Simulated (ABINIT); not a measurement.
Set up this calculation in ABINIT 10.8.3 (patched build), as the native input.

- Task: band structure
- Functional: LDA
- Potentials or basis: JTH PAW LDA v2.0
- Cutoff: 517 eV
- k mesh: 10 × 10 × 10
- Occupations: fermi-dirac, width 0.05 eV
- Spin: no spin polarisation
- Fine-grid cutoff: 1034.03 eV

Crystal: TaWC2.

```
CELL_PARAMETERS angstrom
1.57186 0.90751 5.10162
-1.57186 0.90751 5.10162
0.00000 -1.81502 5.10162
ATOMIC_POSITIONS crystal
W 0.00000 0.00000 0.00000
Ta 0.50000 0.50000 0.50000
C 0.25093 0.25093 0.25093
C 0.74907 0.74907 0.74907
```

The cell comes from a database or a generator and needn't be the stable form of this composition.

These files were run (other wordings do the same):

run.abi

```
# Datasets: ground state, then fixed potential
ndtset 2

# Pseudopotentials
pp_dirpath "./"
pseudos "W.LDA_PW-JTH.xml, Ta.LDA_PW-JTH.xml, C.LDA_PW-JTH.xml"

# Structure
acell 10.2326232129 10.2326232129 10.232623213
rprim
     0.2902848734     0.1675960498     0.9421498057
    -0.2902848734     0.1675960498     0.9421498057
     0.0000000000    -0.3351920996     0.9421498057
ntypat 3
znucl 74 73 6
natom 4
typat 1 2 3 3
xred
     0.0000000000     0.0000000000     0.0000000000
     0.5000000000     0.5000000000     0.5000000000
     0.2509330000     0.2509330000     0.2509330000
     0.7490670000     0.7490670000     0.7490670000

# Plane-wave basis
ecut 19.0
pawecutdg 38.0

# Exchange and correlation
ixc 7

# Bands and occupations
occopt 3
tsmear 0.05 eV

# SCF cycle
nstep 100

# Output
iomode 3
prtwf 0
prteig 0
prtebands 0
enunit 1
prtden1 1

# Dataset 1
kptopt1 1
ngkpt1 10 10 10
nshiftk1 1
shiftk1 0.0 0.0 0.0
nband1 22
tolvrs1 1.0e-9

# Dataset 2: bands along G-L-B1
iscf2 -2
getden2 1
nband2 28
nbdbuf2 4
tolwfr2 1.0e-11
kptopt2 -2
ndivsm2 8
prteig2 1
prtvol2 -3
kptbounds2
     0.0000000000     0.0000000000     0.0000000000
     0.5000000000     0.0000000000     0.0000000000
     0.5000000000     0.1877624847    -0.1877624847
```

Potentials or basis: JTH PAW LDA v2.0.

The run is started by

```sh
$ abinit run.abi > log 2>&1
```

It gave:

| Property | Result |
| --- | --- |
| Pressure | -17.0 GPa |
| Largest force | 0.067 eV/Å |
| Band gap on the k mesh | none (metal or under the smearing width) |
| Valence electrons inside the program's atomic spheres | W 11.77; Ta 10.73; C 2.46 |

Caveat: spin-orbit coupling is left out, which moves the levels of the heavy elements.

It took 4.4 min on 1 thread of Intel(R) Xeon(R) 6975P-C (Granite Rapids), on a shared host, peak memory 0.24 GiB.
